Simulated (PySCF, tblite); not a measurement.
**C₃H₈O₂Si₂: geometry, infrared bands and NMR shifts**

Aim: predict the infrared bands and NMR shifts of C₃H₈O₂Si₂ (`COC1=CO[SiH2][SiH2]1`).

Computed with tblite 0.8.0 and PySCF 2.14.0, with density-fitted response routines of our own, on a single molecule in the gas phase. Atoms are numbered from 0 throughout.

## (1) Starting geometry

15 atoms, charge 0, multiplicity 1; geometry from: force field or distance geometry start.

Bonds of the start (Å): C0–O1 1.41, O1–C2 1.38, C2–C3 1.36, C3–O4 1.38, O4–Si5 1.67, Si5–Si6 2.31, Si6–C2 1.88, C0–H7 1.10, C0–H8 1.09, C0–H9 1.09, C3–H10 1.08, Si5–H11 1.49, Si5–H12 1.48, Si6–H13 1.49, Si6–H14 1.50.

## (2) Relaxing the molecule with GFN2-xTB

The job: settings as JSON, then the geometry in Å.

```
{"job": {"kind": "relax", "xc": "GFN2-xTB", "basis": "xTB"}, "charge": 0, "multiplicity": 1}
C     -2.596800     0.647600     0.307400
O     -1.428200     0.294400     1.005800
C     -0.258200     0.160200     0.282500
C     -0.112700     0.349800    -1.060100
O      1.089100     0.195600    -1.722100
Si     2.403500    -0.231000    -0.782400
Si     1.294500    -0.313900     1.238800
H     -3.419100     0.712900     1.034600
H     -2.491400     1.631200    -0.158200
H     -2.867100    -0.111100    -0.431800
H     -0.896500     0.615300    -1.749900
H      3.447200     0.828300    -0.830900
H      2.945700    -1.547100    -1.200200
H      1.192100    -1.683800     1.827900
H      1.693600     0.747600     2.216900
```

Launch:

```bash
$ OMP_NUM_THREADS=1 python probes_run.py task.json out
```

The driver reads the jobs from task.json and runs them one after another.

**Question.** This job is followed by: GFN2-xTB harmonic vibrations, gas phase; GIAO PBE0/pcSseg-1 NMR shielding, non-relativistic, gas phase. Predict these results of the whole session: strongest single infrared mode (GFN2-xTB); zero-point energy (GFN2-xTB); 13C shifts against TMS (PBE0/pcSseg-1); 1H shifts against TMS (PBE0/pcSseg-1, means over atoms taken as alike); 17O shifts against H2O (PBE0/pcSseg-1); 29Si shifts against TMS (PBE0/pcSseg-1); surface potential, 1st and 99th percentile.

The runs gave:

| quantity | value |
| --- | --- |
| strongest single infrared mode (GFN2-xTB) | 2232 cm⁻¹, 832 km/mol |
| zero-point energy (GFN2-xTB) | 62.6 kcal/mol |
| 13C shifts against TMS (PBE0/pcSseg-1) | 152.2, 141.8, 57.9 ppm |
| 1H shifts against TMS (PBE0/pcSseg-1, means over atoms taken as alike) | 6.39, 5.29, 4.43, 3.64 ppm |
| 17O shifts against H2O (PBE0/pcSseg-1) | 73.8, 56.7 ppm |
| 29Si shifts against TMS (PBE0/pcSseg-1) | -17.9, -82.7 ppm |
| surface potential, 1st and 99th percentile | -1.19 V and 1.41 V |

**Reading.** Over 31 steps the energy fell by 0.207 eV; of the close pairs, Si6–H14 changed most, 1.498 to 1.467 Å. All 39 modes are real, so the xTB geometry is a minimum. The strongest single mode, at 2232 cm⁻¹, moves mainly H11 and H12. GFN2-xTB is a fitted tight-binding method: band positions and strengths are rough. Its intensities can rank the bands wrongly. H10 (hydrogen on an alkene carbon bearing oxygen) lies farthest downfield among hydrogen, at 6.39 ppm; olefinic region.
